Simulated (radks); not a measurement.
# Spin polarisation of the 5d shell in Re⁺

How much does Re⁺ gain by aligning the spins in its 5d shell? The moment is raised step by step from zero.

The numbers are computed with radks (a radial shooting solver on a logarithmic mesh, Libxc functionals) version 1 (scalar-relativistic Kohn-Sham, LDA (Slater exchange, Perdew-Wang correlation), spin-polarised, spherical densities, point nucleus), except any that are marked as measured or tabulated.

### 1 The system

* element: rhenium (Z = 75)
* charge: +1
* electrons: 74
* configuration: [Xe] 4f14 5d(up 2.5, down 2.5) 6s(up 0.5, down 0.5)

A shell typed twice in an input gives spin up, then spin down.

### 2 No moment

Input:

```text
Z 75
configuration [Xe] 4f14 5d2.5 5d2.5 6s0.5 6s0.5
relativity scalar-relativistic
functional lda,pw
spin polarised
nucleus point
c 137.035999084
```

### 3 moment 1 in 5d

Input:

```text
Z 75
configuration [Xe] 4f14 5d3 5d2 6s0.5 6s0.5
relativity scalar-relativistic
functional lda,pw
spin polarised
nucleus point
c 137.035999084
```

### 4 moment 2 in 5d

Input:

```text
Z 75
configuration [Xe] 4f14 5d3.5 5d1.5 6s0.5 6s0.5
relativity scalar-relativistic
functional lda,pw
spin polarised
nucleus point
c 137.035999084
```

### 5 moment 3 in 5d

Input:

```text
Z 75
configuration [Xe] 4f14 5d4 5d1 6s0.5 6s0.5
relativity scalar-relativistic
functional lda,pw
spin polarised
nucleus point
c 137.035999084
```

### 6 moment 4 in 5d

Input:

```text
Z 75
configuration [Xe] 4f14 5d4.5 5d0.5 6s0.5 6s0.5
relativity scalar-relativistic
functional lda,pw
spin polarised
nucleus point
c 137.035999084
```

### 7 moment 5 in 5d

Input:

```text
Z 75
configuration [Xe] 4f14 5d5 5d0 6s0.5 6s0.5
relativity scalar-relativistic
functional lda,pw
spin polarised
nucleus point
c 137.035999084
```

Before running it: what results should come out? Wanted: for each run, moment; E − E(0); ε(5d up); ε(5d down); splitting.

The runs gave:

| moment (μB) | E − E(0) (eV) | ε(5d up) (eV) | ε(5d down) (eV) | splitting (eV) |
| --- | --- | --- | --- | --- |
| 0 | 0.000 | -13.207 | -13.207 | 0.000 |
| 1 | -0.138 | -13.468 | -12.915 | 0.553 |
| 2 | -0.554 | -13.699 | -12.588 | 1.111 |
| 3 | -1.250 | -13.900 | -12.223 | 1.677 |
| 4 | -2.232 | -14.071 | -11.816 | 2.254 |
| 5 | -3.506 | -14.209 | -11.364 | 2.845 |

In words: At a moment of 5 μB the energy has fallen by 3.51 eV and the 5d levels split by 2.84 eV, 0.569 eV per μB. The Stoner form E = −I m²/4 would give I = 0.561 eV. The energy falls at every step.
